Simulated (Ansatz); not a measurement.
# Thallium, bcc under BLYP: structure, energy and stiffness

The plan for thallium in the bcc structure: relax it, solve it on a dense k-mesh, then scale the cell to 7 volumes from 88 to 112 % of the relaxed one and try a fit of the equation of state. Spin polarisation is left out. The k-meshes are 12×12×12 for the relaxation; 18×18×18 for the dense run; 12×12×12 for the volumes.

This is Tl in the bcc structure; at room conditions it is hcp.

Program: Ansatz 0.2.0. Level of theory: DFT BLYP, plane waves (420 eV) with PAW, scalar-relativistic; PAW files made under PBE, frozen cores solved again for the functional. These are calculated values, not measurements.

**1. The structure to begin with**

The structure is cubic, space group Im-3m (No. 229). Conventional cell: a = 3.828 Å, b = 3.828 Å, c = 3.828 Å, α = 90.00°, β = 90.00°, γ = 90.00°. Tl (site symmetry m-3m) is surrounded by 8 Tl at 3.31 Å.

Structure file:

```cif
data_structure
_symmetry_space_group_name_H-M 'Im-3m'
_symmetry_Int_Tables_number 229
_cell_length_a 3.8276
_cell_length_b 3.8276
_cell_length_c 3.8276
_cell_angle_alpha 90.000
_cell_angle_beta 90.000
_cell_angle_gamma 90.000
_cell_volume 56.07
loop_
_atom_site_label
_atom_site_type_symbol
_atom_site_symmetry_multiplicity
_atom_site_Wyckoff_symbol
_atom_site_fract_x
_atom_site_fract_y
_atom_site_fract_z
_atom_site_occupancy
Tl1 Tl 2 a 0.00000 0.00000 0.00000 1
```

**2. Relaxation of the cell**

File input.yaml:

```yaml
crystal:
  lattice:
    - [-1.9137783729, 1.9137783729, 1.9137783729]
    - [1.9137783729, -1.9137783729, 1.9137783729]
    - [1.9137783729, 1.9137783729, -1.9137783729]
  atoms:
    - { symbol: Tl, position: [0.0, 0.0, 0.0] }
hamiltonian:
  xc: blyp
  pseudopotentials:
    kind: paw
    azcp:
      Tl: "pseudopotentials/Tl.paw.azcp"
basis:
  ecutwfc: 420
  fft_grid_basis: typed
kpoints:
  mp_grid: { grid: [12, 12, 12], shift: [0, 0, 0] }
magnetization:
  spin_polarized: false
scf:
  occupations: { method: fermi_dirac, width: 0.1 }
relax:
  max_steps: 60
  f_tol: 0.01
  cell: {}
output:
  write_density: true
  write_potential: true
  elf: true
  volumetric_format: npy
```

Launch:

```console
ansatz run input.yaml --threads 2 --pin off --max-ram 5120MiB --backend cpu --events-out ev --progress --plain --runs-dir out
```

The runs that follow: The energy on a finer k-mesh; The cell scaled to 88 % of its volume; The cell scaled to 92 % of its volume; The cell scaled to 96 % of its volume; The cell scaled to 100 % of its volume; The cell scaled to 104 % of its volume; The cell scaled to 108 % of its volume; The cell scaled to 112 % of its volume.

Before running it: what results should come out? Wanted: space group; conventional cell; volume; shortest distance; gap on the mesh; relative to hcp; V₀, B₀, B₀′.

The runs gave:

| quantity | value |
| --- | --- |
| space group (spins left aside) | Im-3m (No. 229) |
| conventional cell | a = 4.143 Å |
| volume | 35.552 Å³/atom |
| shortest distance | 3.588 Å |
| gap on the mesh | none (levels filled in part) |
| relative to hcp | +6 meV/atom |
| V₀, B₀, B₀′ | 35.495 Å³/atom, 18.0 GPa, 5.2 |

From the guessed start the volume grew by 26.8 % in 6 steps. Against the reference form of thallium (hcp, computed apart with the same settings) it stands 6 meV/atom higher. No gap shows: it is a metal or semimetal at this level. The fitted modulus is 18.0 GPa, a soft solid. The symmetry was held, so the structure may be unstable against distortions that break it.
